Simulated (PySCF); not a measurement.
# C6H8O: the cost of one run

The runs use PySCF 2.14.0, with density-fitted response routines of our own; the level of theory stands in each step. All values are computed, except where a source is named. Atoms are numbered from 0 throughout.

## (1) Starting geometry

15 atoms, charge 0, multiplicity 1; geometry from: GFN2-xTB.

Bonds of the start (Å): C0–C1 1.20, C1–C2 1.41, C2–C3 1.33, C3–C4 1.49, C4–O5 1.41, O5–C6 1.40, C0–H7 1.05, C2–H8 1.08, C3–H9 1.08, C4–H10 1.11, C4–H11 1.11, C6–H12 1.10, C6–H13 1.10, C6–H14 1.09.

## (2) Optimising the geometry at PBE0-D3(BJ)/def2-SVP

What the job is given:

```
{"job": {"xc": "PBE0", "basis": "def2-SVP", "d3": "d3bj", "grid": 1, "kind": "geom"}, "charge": 0, "multiplicity": 1}
C      4.028550    -0.459608     0.530837
C      2.830399    -0.410765     0.459115
C      1.424266    -0.376878     0.384597
C      0.744567     0.649716    -0.118941
C     -0.746142     0.704298    -0.205616
O     -1.328968    -0.466875     0.311406
C     -2.728652    -0.454283     0.249194
H      5.075055    -0.500579     0.590451
H      0.898381    -1.243273     0.761329
H      1.254470     1.523915    -0.500624
H     -1.111077     1.588671     0.349046
H     -1.045693     0.844365    -1.260729
H     -3.148692     0.377251     0.830196
H     -3.083232    -0.370289    -0.786503
H     -3.067646    -1.397676     0.672088
```

Started as:

```sh
OMP_NUM_THREADS=1 python probes_run.py task.json out
```

The driver reads the jobs from task.json and runs them one after another.

Q: Estimate the wall time and peak memory of this first job on 1 thread of Intel Xeon Platinum 8488C, shared host.

About 47 s, with a peak of 0.58 GiB.
